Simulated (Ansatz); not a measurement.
# Mn3ZnN: the cost of one run

Method: DFT PBEsol, scalar-relativistic, plane waves, PAW, in Ansatz 0.2.0.

## 1. The structure to begin with

The structure is hexagonal, space group P6_3/mmc (No. 194). The conventional cell has a = 5.452 Å, b = 5.452 Å, c = 4.658 Å, α = 90.00°, β = 90.00°, γ = 120.00°. Mn (site symmetry mm2) is surrounded by 2 N at 1.80 Å. Zn (site symmetry -6m2) has 12 Mn at 2.73 to 2.92 Å as nearest neighbours. N (site symmetry -3m) has 6 Mn at 1.80 Å as nearest neighbours.

As a file:

```cif
data_structure
_symmetry_space_group_name_H-M 'P6_3/mmc'
_symmetry_Int_Tables_number 194
_cell_length_a 5.4520
_cell_length_b 5.4520
_cell_length_c 4.6579
_cell_angle_alpha 90.000
_cell_angle_beta 90.000
_cell_angle_gamma 120.000
_cell_volume 119.90
loop_
_atom_site_label
_atom_site_type_symbol
_atom_site_symmetry_multiplicity
_atom_site_Wyckoff_symbol
_atom_site_fract_x
_atom_site_fract_y
_atom_site_fract_z
_atom_site_occupancy
Mn1 Mn 6 h 0.14600 0.29200 0.25000 1
Zn1 Zn 2 d 0.33333 0.66667 0.75000 1
N1 N 2 a 0.00000 0.00000 0.50000 1
```

(A quick probe on a coarse mesh, which set the mesh and smearing, is not shown.)

## 3. Rough relaxation on the coarse mesh

The input, input.yaml:

```yaml
crystal:
  lattice:
    - [5.4520018023, 0.0, 0.0]
    - [-2.7260009011, 4.7215720622, 0.0]
    - [0.0, 0.0, 4.6579269394]
  atoms:
    - { symbol: Mn, position: [0.146, 0.2919999999, 0.25], spin: 1.84 }
    - { symbol: Mn, position: [0.854, 0.146, 0.75], spin: 1.84 }
    - { symbol: Mn, position: [0.854, 0.7080000001, 0.75], spin: 1.84 }
    - { symbol: Mn, position: [0.146, 0.854, 0.25], spin: 1.84 }
    - { symbol: Mn, position: [0.7080000001, 0.854, 0.25], spin: 1.84 }
    - { symbol: Mn, position: [0.2919999999, 0.146, 0.75], spin: 1.84 }
    - { symbol: Zn, position: [0.3333333333, 0.6666666667, 0.75] }
    - { symbol: Zn, position: [0.6666666667, 0.3333333333, 0.25] }
    - { symbol: "N", position: [0.0, 0.0, 0.5], spin: -0.12 }
    - { symbol: "N", position: [0.0, 0.0, 0.0], spin: -0.12 }
basis:
  ecutwfc: 420
kpoints:
  mp_grid: { grid: [6, 6, 4] }
hamiltonian:
  xc: pbesol
scf:
  occupations: { method: gaussian, width: 0.1 }
  lower_state_search: "off"
output:
  forces: true
  stress: true
  eigenvalues: true
  populations: true
magnetization:
  spin_polarized: true
relax:
  adjacent_minimum: "off"
  f_tol: 0.04
  max_steps: 70
  cell: { stress_tol: 0.4 }
```

On the command line:

```
$ ansatz run input.yaml --threads 1 --pin off --max-ram 2560MiB --backend cpu --events-out ev --progress --plain --runs-dir out
```

What time and memory should one allow on 1 thread of Arm Neoverse V1, shared host?

About 6.2 min, with a peak of 0.63 GiB.
